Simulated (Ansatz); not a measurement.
# C3H9NSi: the cost of one run

Program: Ansatz 0.2.0, Gaussian basis. Level of theory: the settings change from run to run. These are calculated values, not measurements.

## (1) The relaxed structure

The geometry comes from an earlier relaxation with PBE0-D4 in a triple-zeta def2 set; it is a stationary point, not always the lowest conformer.

SMILES `CCC(=N)[SiH3]`, 14 atoms, charge 0, spin multiplicity 1.

Atoms are counted from 1 here; the program's logs count them from 0.

Bond lengths: C1–C2 1.524 Å, C1–H6 1.093 Å, C1–H7 1.092 Å, C1–H8 1.091 Å, C2–C3 1.504 Å, C2–H9 1.096 Å, C2–H10 1.097 Å, C3–N4 1.271 Å, C3–Si5 1.902 Å, N4–H11 1.026 Å, Si5–H12 1.490 Å, Si5–H13 1.488 Å, Si5–H14 1.480 Å. Angles: C2–C1–H6 111.5°, C2–C1–H7 111.1°, C2–C1–H8 110.8°, H6–C1–H7 107.7°, H6–C1–H8 107.4°, H7–C1–H8 108.1°, C1–C2–C3 112.8°, C1–C2–H9 110.6°, C1–C2–H10 109.1°, C3–C2–H9 108.9°, C3–C2–H10 108.2°, H9–C2–H10 107.0°, C2–C3–N4 125.2°, C2–C3–Si5 119.8°, N4–C3–Si5 115.0°, C3–N4–H11 111.0°, C3–Si5–H12 109.8°, C3–Si5–H13 109.8° and more.

Geometry (Å):

```
C    -0.7891    0.3483    1.4697
C     0.3747   -0.4778    0.9353
C     0.3345   -0.6433   -0.5592
N     0.3318   -1.7565   -1.1729
Si    0.2550    0.8923   -1.6786
H    -0.7926    1.3561    1.0457
H    -1.7465   -0.1178    1.2270
H    -0.7260    0.4500    2.5546
H     0.3905   -1.4693    1.4029
H     1.3172    0.0170    1.1998
H     0.3549   -2.5405   -0.5109
H     1.0546    1.9962   -1.0767
H    -1.1519    1.3630   -1.7874
H     0.7799    0.5530   -3.0204
```

## (2) B2GP-PLYP/def2-TZVPP

Set apart from the defaults: the search for lower states set to light.

Contents of in.yaml:

```yaml
crystal:
  periodic: [false, false, false]
  atoms:
    - {symbol: C, position_ang: [-0.789121, 0.348319, 1.469726]}
    - {symbol: C, position_ang: [0.374728, -0.477764, 0.935335]}
    - {symbol: C, position_ang: [0.334510, -0.643292, -0.559232]}
    - {symbol: N, position_ang: [0.331780, -1.756541, -1.172864]}
    - {symbol: Si, position_ang: [0.255041, 0.892279, -1.678578]}
    - {symbol: H, position_ang: [-0.792636, 1.356071, 1.045702]}
    - {symbol: H, position_ang: [-1.746526, -0.117814, 1.227031]}
    - {symbol: H, position_ang: [-0.725996, 0.450018, 2.554577]}
    - {symbol: H, position_ang: [0.390452, -1.469276, 1.402932]}
    - {symbol: H, position_ang: [1.317236, 0.017045, 1.199752]}
    - {symbol: H, position_ang: [0.354897, -2.540546, -0.510946]}
    - {symbol: H, position_ang: [1.054560, 1.996167, -1.076727]}
    - {symbol: H, position_ang: [-1.151876, 1.362957, -1.787414]}
    - {symbol: H, position_ang: [0.779853, 0.552979, -3.020396]}
basis:
  gaussian: {orbitals: def2-TZVPP}
hamiltonian: {xc: {name: B2GP-PLYP}}
scf: {lower_state_search: light}
output: {forces: true}
```

On the command line:

```console
ansatz run in.yaml --threads 4 --pin off --events-out ev --progress --plain --max-ram 10444MiB
```

What time and memory should one allow on 4 threads of Arm Neoverse V1, shared host?

About 23 s, with a peak of 1 GiB.
